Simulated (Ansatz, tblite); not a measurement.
# The cluster SiTe₄: removing and adding an electron

What does removing or adding an electron cost or gain for the cluster SiTe₄? Each charged state is run at several levels.

Program: Ansatz 0.2.0, Gaussian basis. Level of theory: as each input shows. These are calculated values, not measurements.

Levels to be run: charge +1 doublet, at the geometry of the singlet (PBE0-D4/def2-TZVP, PBE-D4/def2-TZVP, r2SCAN-D4/def2-TZVP, CCSD(T)/def2-SVP); charge -1 doublet, at the geometry of the singlet (PBE0-D4/def2-TZVPD, PBE-D4/def2-TZVPD, r2SCAN-D4/def2-TZVPD); the starting singlet's energies come from earlier runs.

2 further runs of the same task are left out: 2 set aside as unsound or not needed. Runs told in other sessions of the task aren't counted.

### Step 1. The structure

The singlet was relaxed beforehand with r2SCAN-D4/def2-SVP. At that level it is the lowest of the isomers that a small search found.

5 atoms, charge 0, spin multiplicity 1.

Atoms are counted from 1 here; the program's logs count them from 0.

Bond lengths: Si1–Te3 2.483 Å, Si1–Te4 2.483 Å, Te2–Te4 2.817 Å, Te2–Te5 2.678 Å, Te3–Te5 2.817 Å. Angles: Te3–Si1–Te4 108.8°, Te4–Te2–Te5 95.8°, Si1–Te3–Te5 104.6°, Si1–Te4–Te2 104.6°, Te2–Te5–Te3 95.8°.

Te takes a core potential in the def2 sets. No spin-orbit coupling is included.

### Step 2. Charge +1 doublet at the fixed geometry, PBE0-D4/def2-TZVP

in.yaml reads:

```yaml
crystal:
  periodic: [false, false, false]
  atoms:
    - {symbol: Si, position_ang: [1.611633, -1.397196, -0.396653]}
    - {symbol: Te, position_ang: [-2.188368, 0.385164, -0.354881]}
    - {symbol: Te, position_ang: [1.829682, 1.074585, -0.308213]}
    - {symbol: Te, position_ang: [-0.754546, -2.006771, 0.042512]}
    - {symbol: Te, position_ang: [-0.498391, 1.944218, 1.017224]}
basis:
  gaussian: {orbitals: def2-TZVP}
total_charge: 1
magnetization: {spin_polarized: true, initial_magnetization: 1}
hamiltonian: {xc: pbe0, dispersion: d4}
scf: {omitted_lower_state_checks: [starts]}
output: {orbitals: {seedname: orbitals}}
```

On the command line:

```
$ ansatz run in.yaml --threads 4 --pin off --events-out ev --progress --plain --max-ram 4787MiB
```

Log:

```text
Functional definition: PBE0
  name "PBE0"
  cite "Adamo & Barone, J. Chem. Phys. 110, 6158 (1999) doi:10.1063/1.478522"
  cite "Perdew, Burke & Ernzerhof, Phys. Rev. Lett. 77, 3865 (1996) doi:10.1103/PhysRevLett.77.3865"
  parent pbe
  parameter a = 0.25
  parameter kappa = 0.804
  parameter beta = 0.06672455060314922
  exchange = (1 - a)*pbe_x(kappa = kappa, mu = beta*pi^2/3) + a*exact_x
  correlation = pbe_c(beta = beta)
these checks for a lower state are left out or cut short: starts
2020 factors; their error is unknown
mean field evaluation 1: about -37042.6817 eV, gradient 1.7e1 eV
mean field evaluation 2: about -37039.7021 eV, gradient 3.1e1 eV
mean field evaluation 4: about -37044.2153 eV, gradient 2.6e0 eV
mean field evaluation 8: about -37044.2617 eV, gradient 1.2e-1 eV
mean field evaluation 16: about -37044.8662 eV, gradient 4.9e-3 eV
mean field -37044.86615775 eV, -1361.3737213853 hartree, gradient 1.5e-5 eV, S^2 0.762480; 0 other end points of the search recorded, 0 dependent functions left out
reference -37044.86618722 eV, -1361.3737224681 hartree; 55, 54 occupied and 182, 183 virtual orbitals, 2020 factors
Total energy: -37045.27389595 eV, -1361.3887054877 hartree
Checks for a lower state left out: starts
```

Wall time 29 s (4 threads of Arm Neoverse V1, shared host); peak memory 1.4 GiB.

Report: HOMO -10.73 eV, LUMO -9.00 eV (over both spins); ⟨S²⟩ 0.762 (pure: 0.75).

### Step 3. Charge +1 doublet at the fixed geometry, PBE-D4/def2-TZVP

start.molden holds the orbitals of an earlier run on this state, given as this run's starting guess.

in.yaml: that of step 2 with these lines changed.

```diff
@@ -9,6 +9,6 @@
 basis:
-  gaussian: {orbitals: def2-TZVP}
+  gaussian: {orbitals: def2-TZVP, initial_orbitals: start.molden}
 total_charge: 1
 magnetization: {spin_polarized: true, initial_magnetization: 1}
-hamiltonian: {xc: pbe0, dispersion: d4}
+hamiltonian: {xc: pbe, dispersion: d4}
 scf: {omitted_lower_state_checks: [starts]}
```

Same command.

Log:

```text
Functional definition: PBE
  name "PBE"
  cite "Perdew, Burke & Ernzerhof, Phys. Rev. Lett. 77, 3865 (1996) doi:10.1103/PhysRevLett.77.3865"
  parent pbe
  parameter kappa = 0.804
  parameter beta = 0.06672455060314922
  exchange = pbe_x(kappa = kappa, mu = beta*pi^2/3)
  correlation = pbe_c(beta = beta)
these checks for a lower state are left out or cut short: starts
1796 factors; their error is unknown
mean field evaluation 1: about -37043.2471 eV, gradient 7.4e0 eV
mean field evaluation 2: about -37043.3928 eV, gradient 2.3e-1 eV
mean field evaluation 4: about -37042.8884 eV, gradient 7.6e-1 eV
mean field evaluation 8: about -37042.8888 eV, gradient 8.0e-5 eV
mean field -37042.88882768 eV, -1361.3010558453 hartree, gradient 8.0e-5 eV, S^2 0.753722; 0 other end points of the search recorded, 0 dependent functions left out
reference -37042.88886662 eV, -1361.3010572764 hartree; 55, 54 occupied and 182, 183 virtual orbitals, 1796 factors
Total energy: -37043.35374912 eV, -1361.3181413933 hartree
Checks for a lower state left out: starts
```

It took 8.5 s on 4 threads of Arm Neoverse V1, shared host.

From the report: HOMO -9.76 eV, LUMO -9.40 eV (over both spins); ⟨S²⟩ 0.754 (pure: 0.75).

### Step 4. Charge +1 doublet at the fixed geometry, r2SCAN-D4/def2-TZVP

in.yaml: that of step 3 with these lines changed.

```diff
@@ -12,3 +12,3 @@
 magnetization: {spin_polarized: true, initial_magnetization: 1}
-hamiltonian: {xc: pbe, dispersion: d4}
+hamiltonian: {xc: r2scan, dispersion: d4}
 scf: {omitted_lower_state_checks: [starts]}
```

Same command.

Log:

```text
Functional definition: r2SCAN
  name "r2SCAN"
  cite "Furness, Kaplan, Ning, Perdew & Sun, J. Phys. Chem. Lett. 11, 8208 (2020) doi:10.1021/acs.jpclett.0c02405"
  cite "Furness, Kaplan, Ning, Perdew & Sun, J. Phys. Chem. Lett. 11, 9248 (2020) doi:10.1021/acs.jpclett.0c03077"
  parent r2scan
  parameter k0 = 0.174
  parameter k1 = 0.065
  parameter a1 = 4.9479
  exchange = r2scan_x(k0 = k0, k1 = k1, a1 = a1)
  correlation = r2scan_c
these checks for a lower state are left out or cut short: starts
1796 factors; their error is unknown
mean field evaluation 1: about -37058.2109 eV, gradient 6.3e0 eV
mean field evaluation 2: about -37058.2990 eV, gradient 1.4e-1 eV
mean field evaluation 4: about -37057.7878 eV, gradient 1.0e-2 eV
mean field evaluation 8: about -37057.7878 eV, gradient 2.7e-5 eV
mean field -37057.78778340 eV, -1361.8485823691 hartree, gradient 2.7e-5 eV, S^2 0.760385; 0 other end points of the search recorded, 0 dependent functions left out
reference -37057.78780145 eV, -1361.8485830327 hartree; 55, 54 occupied and 182, 183 virtual orbitals, 1796 factors
Total energy: -37057.87642798 eV, -1361.8518399973 hartree
Checks for a lower state left out: starts
```

Wall time 23 s (4 threads of Arm Neoverse V1, shared host); peak memory 0.55 GiB.

Report: HOMO -10.06 eV, LUMO -9.47 eV (over both spins); ⟨S²⟩ 0.760 (pure: 0.75).

### Step 5. Charge +1 doublet at the fixed geometry, CCSD(T)/def2-SVP

in.yaml: that of step 4 with these lines changed.

```diff
@@ -9,7 +9,7 @@
 basis:
-  gaussian: {orbitals: def2-TZVP, initial_orbitals: start.molden}
+  gaussian: {orbitals: def2-SVP, initial_orbitals: start.molden}
 total_charge: 1
 magnetization: {spin_polarized: true, initial_magnetization: 1}
-hamiltonian: {xc: r2scan, dispersion: d4}
-scf: {omitted_lower_state_checks: [starts]}
+correlation: {method: ccsd_t}
+scf: {omitted_lower_state_checks: [starts, cluster_reference]}
 output: {orbitals: {seedname: orbitals}}
```

Same command.

Log, cut to the lines that bear on the results:

```text
Functional definition: HF
  name "HF"
  cite "Fock, Z. Phys. 61, 126 (1930) doi:10.1007/BF01340294"
  parent pbe
[...]
1498 factors; integrals over basis functions are off by at most 4.4e-4 eV
[...]
mean field -36915.94937569 eV, -1356.6361170275 hartree, gradient 9.4e-6 eV, S^2 0.826604; 0 other end points of the search recorded, 0 dependent functions left out
21 core orbitals not correlated: weight in the atoms' cores, before any rotation towards them, 1.000 or more for the frozen orbitals, at most 0.000 for the correlated occupied ones
reference -36915.94937569 eV, -1356.6361170275 hartree; 34, 33 occupied and 67, 68 virtual orbitals, 1498 factors
second order -14.38656100 eV of doubles, -0.00000000 eV of singles
cycle   1  -14.64127291 eV  change   -2.5e-1 eV  update   1.8e-1
[...]
cycle  18  -15.52935091 eV  change   -1.7e-5 eV  update   5.2e-5
perturbative correction -0.87369079 eV, -0.0321075444 hartree
Total energy: -36932.35241739 eV, -1357.2389176916 hartree
Checks for a lower state left out: starts, cluster_reference
```

Wall time 2.8 min (4 threads of Arm Neoverse V1, shared host); peak memory 2.2 GiB.

From the report: Hartree-Fock HOMO -12.58 eV, LUMO -6.19 eV (over both spins); ⟨S²⟩ 0.827 (pure: 0.75); T1 0.044.

### Step 6. Vertical ionisation energy

Charged state less starting state, singlet to doublet; the starting state's energies are those of its earlier runs.

```tsv
method	vertical ionisation energy (eV)	from CCSD(T)/def2-SVP (eV)	time
HF/def2-SVP	7.23	-0.11	
PBE-D4/def2-TZVP	7.27	-0.07	12 s
r2SCAN-D4/def2-TZVP	7.40	+0.06	33 s
PBE0-D4/def2-TZVP	7.51	+0.17	39 s
MP2/def2-SVP	7.74	+0.40	
CCSD/def2-SVP	7.43	+0.09	
CCSD(T)/def2-SVP	7.34	0	3.4 min
```

Times add the two runs; a level without a time comes out of a correlated run.

Beside −ε(HOMO) of the starting state:

```tsv
level	−ε(HOMO) (eV)	by difference (eV)	mismatch (eV)
PBE-D4/def2-TZVP	5.11	7.27	-2.16
r2SCAN-D4/def2-TZVP	5.32	7.40	-2.08
PBE0-D4/def2-TZVP	6.00	7.51	-1.51
```

### Step 7. Charge -1 doublet at the fixed geometry, PBE0-D4/def2-TZVPD

in.yaml: that of step 5 with these lines changed.

```diff
@@ -9,7 +9,7 @@
 basis:
-  gaussian: {orbitals: def2-SVP, initial_orbitals: start.molden}
-total_charge: 1
+  gaussian: {orbitals: def2-TZVPD}
+total_charge: -1
 magnetization: {spin_polarized: true, initial_magnetization: 1}
-correlation: {method: ccsd_t}
-scf: {omitted_lower_state_checks: [starts, cluster_reference]}
+hamiltonian: {xc: pbe0, dispersion: d4}
+scf: {omitted_lower_state_checks: [starts]}
 output: {orbitals: {seedname: orbitals}}
```

Same command.

Log, cut to the lines that bear on the results:

```text
Functional definition: PBE0
  name "PBE0"
  cite "Adamo & Barone, J. Chem. Phys. 110, 6158 (1999) doi:10.1063/1.478522"
  cite "Perdew, Burke & Ernzerhof, Phys. Rev. Lett. 77, 3865 (1996) doi:10.1103/PhysRevLett.77.3865"
  parent pbe
[...]
2204 factors; their error is unknown
the host lacks memory for fits, so the integrals are decomposed
2407 factors; integrals over basis functions are off by at most 7.3e-4 eV
[...]
mean field -37054.19279906 eV, -1361.7164691314 hartree, gradient 1.8e-5 eV, S^2 0.765787; 0 other end points of the search recorded, 0 dependent functions left out
reference -37054.19284786 eV, -1361.7164709248 hartree; 56, 55 occupied and 223, 224 virtual orbitals, 2407 factors
Total energy: -37054.63450377 eV, -1361.7327014803 hartree
Checks for a lower state left out: starts
```

It took 34 s on 4 threads of Arm Neoverse V1, shared host; peak memory 1.8 GiB.

Report: HOMO -0.45 eV, LUMO 1.07 eV (over both spins); ⟨S²⟩ 0.766 (pure: 0.75).

### Step 8. Charge -1 doublet at the fixed geometry, PBE-D4/def2-TZVPD

in.yaml: that of step 7 with these lines changed.

```diff
@@ -9,6 +9,6 @@
 basis:
-  gaussian: {orbitals: def2-TZVPD}
+  gaussian: {orbitals: def2-TZVPD, initial_orbitals: start.molden}
 total_charge: -1
 magnetization: {spin_polarized: true, initial_magnetization: 1}
-hamiltonian: {xc: pbe0, dispersion: d4}
+hamiltonian: {xc: pbe, dispersion: d4}
 scf: {omitted_lower_state_checks: [starts]}
```

Same command.

Log:

```text
Functional definition: PBE
  name "PBE"
  cite "Perdew, Burke & Ernzerhof, Phys. Rev. Lett. 77, 3865 (1996) doi:10.1103/PhysRevLett.77.3865"
  parent pbe
  parameter kappa = 0.804
  parameter beta = 0.06672455060314922
  exchange = pbe_x(kappa = kappa, mu = beta*pi^2/3)
  correlation = pbe_c(beta = beta)
these checks for a lower state are left out or cut short: starts
2071 factors; their error is unknown
mean field evaluation 1: about -37051.8065 eV, gradient 7.1e0 eV
mean field evaluation 2: about -37051.9586 eV, gradient 2.5e-1 eV
mean field evaluation 4: about -37051.9504 eV, gradient 1.2e-1 eV
mean field evaluation 8: about -37051.9504 eV, gradient 8.7e-6 eV
mean field -37051.95043261 eV, -1361.6340636844 hartree, gradient 1.1e-5 eV, S^2 0.756777; 0 other end points of the search recorded, 0 dependent functions left out
reference -37051.95049476 eV, -1361.6340659684 hartree; 56, 55 occupied and 223, 224 virtual orbitals, 2071 factors
Total energy: -37052.45409529 eV, -1361.6525729466 hartree
Checks for a lower state left out: starts
```

Run time: 15 s. Hardware: 4 threads of Arm Neoverse V1, shared host; peak memory 0.67 GiB.

HOMO 0.18 eV, LUMO 0.53 eV (over both spins); ⟨S²⟩ 0.757 (pure: 0.75). Doubts: highest occupied level lies above zero.

### Step 9. Charge -1 doublet at the fixed geometry, r2SCAN-D4/def2-TZVPD

in.yaml: that of step 8 with these lines changed.

```diff
@@ -12,3 +12,3 @@
 magnetization: {spin_polarized: true, initial_magnetization: 1}
-hamiltonian: {xc: pbe, dispersion: d4}
+hamiltonian: {xc: r2scan, dispersion: d4}
 scf: {omitted_lower_state_checks: [starts]}
```

Same command.

Log:

```text
Functional definition: r2SCAN
  name "r2SCAN"
  cite "Furness, Kaplan, Ning, Perdew & Sun, J. Phys. Chem. Lett. 11, 8208 (2020) doi:10.1021/acs.jpclett.0c02405"
  cite "Furness, Kaplan, Ning, Perdew & Sun, J. Phys. Chem. Lett. 11, 9248 (2020) doi:10.1021/acs.jpclett.0c03077"
  parent r2scan
  parameter k0 = 0.174
  parameter k1 = 0.065
  parameter a1 = 4.9479
  exchange = r2scan_x(k0 = k0, k1 = k1, a1 = a1)
  correlation = r2scan_c
these checks for a lower state are left out or cut short: starts
2071 factors; their error is unknown
mean field evaluation 1: about -37067.0303 eV, gradient 5.9e0 eV
mean field evaluation 2: about -37067.1154 eV, gradient 1.5e-1 eV
mean field evaluation 4: about -37067.0991 eV, gradient 5.6e-3 eV
mean field evaluation 8: about -37067.0991 eV, gradient 9.7e-6 eV
mean field -37067.09912125 eV, -1362.1907677238 hartree, gradient 9.7e-6 eV, S^2 0.768806; 0 other end points of the search recorded, 0 dependent functions left out
reference -37067.09917350 eV, -1362.1907696437 hartree; 56, 55 occupied and 223, 224 virtual orbitals, 2071 factors
Total energy: -37067.19516455 eV, -1362.1942972500 hartree
Checks for a lower state left out: starts
```

Run time: 32 s. Hardware: 4 threads of Arm Neoverse V1, shared host; peak memory 0.77 GiB.

HOMO 0.02 eV, LUMO 0.56 eV (over both spins); ⟨S²⟩ 0.769 (pure: 0.75). Doubts: highest occupied level lies above zero.

### Step 10. Vertical electron affinity

Starting state less charged state (positive: the electron is bound), singlet to doublet; the starting state's energies are those of its earlier runs.

```tsv
level	vertical electron affinity (eV)	time
PBE-D4/def2-TZVPD	+1.80	21 s
r2SCAN-D4/def2-TZVPD	+1.88	44 s
PBE0-D4/def2-TZVPD	+1.81	46 s
```

Times add the two runs; a level without a time comes out of a correlated run.

Beside −ε(LUMO) of the starting state:

```tsv
level	−ε(LUMO) (eV)	by difference (eV)	mismatch (eV)
PBE-D4/def2-TZVPD	3.75	1.80	+1.96
r2SCAN-D4/def2-TZVPD	3.74	1.88	+1.87
PBE0-D4/def2-TZVPD	3.13	1.81	+1.32
```

### Step 11. Summary of results

| quantity | value |
| --- | --- |
| vertical ionisation energy, functionals in def2-TZVP | 7.27 (PBE-D4) to 7.51 eV (PBE0-D4) |
| vertical ionisation energy, CCSD(T)/def2-SVP | 7.34 eV |
| vertical electron affinity, functionals in def2-TZVPD | 1.80 (PBE-D4) to 1.88 eV (r2SCAN-D4) |

The vertical ionisation energy spans 7.27 to 7.51 eV over the functionals, beside 7.34 eV from CCSD(T)/def2-SVP. −ε(HOMO) misses the level's own difference by -1.51 eV at best (PBE0-D4) and -2.16 eV at worst (PBE-D4). The yardstick is in a double-zeta basis, so levels in larger sets aren't compared like for like. The reference is CCSD(T) in one finite basis, so it carries an error of its own, often a tenth of an eV or more, and near misses can't be ranked. The vertical electron affinity spans 1.80 to 1.88 eV over the functionals. −ε(LUMO) misses the level's own difference by +1.32 eV at best (PBE0-D4) and +1.96 eV at worst (PBE-D4).

The anion's highest level is positive in at least one run, so there the basis alone may hold the extra electron.
